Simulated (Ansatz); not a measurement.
# Si₂H₃F₃: up Jacob's ladder to CCSD(T)

One table from this session's results is given with a row withheld; the runs are named, their logs left out.

Program: Ansatz 0.2.0, Gaussian basis. Level of theory: functionals in def2-TZVPP, the program's frozen cores in correlated methods. These are calculated values, not measurements.

Plan: LDA (SPW92), PBE-D4, revPBE-D4, BLYP-D4, r2SCAN-D4, B97M-V, PBE0-D4, B3LYP-D4, r2SCANh-D4, r2SCAN0-D4, HSE06-D4, BHLYP-D4, CAM-B3LYP-D4, LC-ωPBE, ωB97X-V, ωB97M-V, B2PLYP, PBE-QIDH; CCSD(T)/def2-SVP; CCSD(T)/def2-TZVPP; MP2/def2-QZVPP; extrapolation to the limit; RPA on PBE.

### The relaxed structure

All runs share one geometry, relaxed beforehand with PBE0-D4 in a triple-zeta def2 set.

SMILES `F[Si](F)(F)[SiH3]`, 8 atoms, charge 0, spin multiplicity 1.

Atoms are counted from 1 here; the program's logs count them from 0.

Bond lengths: F1–Si2 1.582 Å, Si2–F3 1.582 Å, Si2–F4 1.582 Å, Si2–Si5 2.329 Å, Si5–H6 1.484 Å, Si5–H7 1.484 Å, Si5–H8 1.484 Å. Angles: F1–Si2–F3 107.0°, F1–Si2–F4 107.0°, F1–Si2–Si5 111.9°, F3–Si2–F4 107.0°, F3–Si2–Si5 111.9°, F4–Si2–Si5 111.9°, Si2–Si5–H6 108.7°, Si2–Si5–H7 108.7°, Si2–Si5–H8 108.7°, H6–Si5–H7 110.2°, H6–Si5–H8 110.2°, H7–Si5–H8 110.2°.

As a file:

```mol
F3H3Si2
  3D, bonds by distance, orders not assigned

  8  7  0  0  0  0  0  0  0  0999 V2000
    1.3105   -1.0605    1.5048 F   0  0
    0.5344   -0.9905    0.1285 Si  0  0
   -0.4793   -2.2045    0.1079 F   0  0
    1.5956   -1.2559   -1.0139 F   0  0
   -0.5507    1.0504   -0.1526 Si  0  0
   -1.5256    1.2279    0.9519 H   0  0
    0.4606    2.1358   -0.1228 H   0  0
   -1.2533    1.0404   -1.4595 H   0  0
  1  2  8  0
  2  3  8  0
  2  4  8  0
  2  5  8  0
  5  6  8  0
  5  7  8  0
  5  8  8  0
M  END
```

The first run:

in.yaml reads:

```yaml
crystal:
  periodic: [false, false, false]
  atoms:
    - {symbol: F, position_ang: [1.310483, -1.060487, 1.504806]}
    - {symbol: Si, position_ang: [0.534365, -0.990544, 0.128451]}
    - {symbol: F, position_ang: [-0.479270, -2.204519, 0.107930]}
    - {symbol: F, position_ang: [1.595611, -1.255947, -1.013888]}
    - {symbol: Si, position_ang: [-0.550736, 1.050425, -0.152602]}
    - {symbol: H, position_ang: [-1.525587, 1.227861, 0.951869]}
    - {symbol: H, position_ang: [0.460612, 2.135766, -0.122754]}
    - {symbol: H, position_ang: [-1.253277, 1.040445, -1.459511]}
basis:
  gaussian: {orbitals: def2-TZVPP}
hamiltonian: {xc: lda}
output: {orbitals: {seedname: orbitals}}
```

Among the steps run: LDA; PBE-D4 (GGA); revPBE-D4 (GGA); BLYP-D4 (GGA); r2SCAN-D4 (meta-GGA); B97M-V (meta-GGA); PBE0-D4 (hybrid); B3LYP-D4 (hybrid); r2SCANh-D4 (hybrid); r2SCAN0-D4 (hybrid); HSE06-D4 (hybrid); BHLYP-D4 (hybrid); CAM-B3LYP-D4 (range-separated); LC-ωPBE-D4 (range-separated; the results give it without D4); ωB97X-V (range-separated); ωB97M-V (range-separated); B2PLYP (double hybrid); PBE-QIDH (double hybrid).

One of the session's tables, all rows but one given; the rest of the session is left out.

It belongs to the step «Frontier levels by functional». 

```
  functional  HOMO (eV)  gap (eV)
 LDA (SPW92)      -8.19      6.82
      PBE-D4      -8.06      6.90
   revPBE-D4      -8.00      6.95
     BLYP-D4      -7.95      6.97
   r2SCAN-D4      -8.37      7.50
      B97M-V      -8.46      7.36
     PBE0-D4      -9.38      9.08
    B3LYP-D4      -9.18      8.70
  r2SCANh-D4          ?         ?
  r2SCAN0-D4      -9.58      9.45
    HSE06-D4      -8.98      8.30
    BHLYP-D4     -10.63     11.26
CAM-B3LYP-D4     -10.75     11.54
     LC-ωPBE     -12.05     13.98
     ωB97X-V     -11.71     13.53
     ωB97M-V     -11.47     13.00
```

Estimate the missing values for r2SCANh-D4.

Worked estimate for «HOMO (eV)». Against the share of exact exchange, r2SCAN-D4 (0, -8.37), r2SCAN0-D4 (0.25, -9.58) give a slope of -4.84 per unit share; at 0.1 the line stands at -8.85.

The run gave: HOMO (eV): -8.86; gap (eV): 8.28. In «HOMO (eV)» the line misses by +0.01.
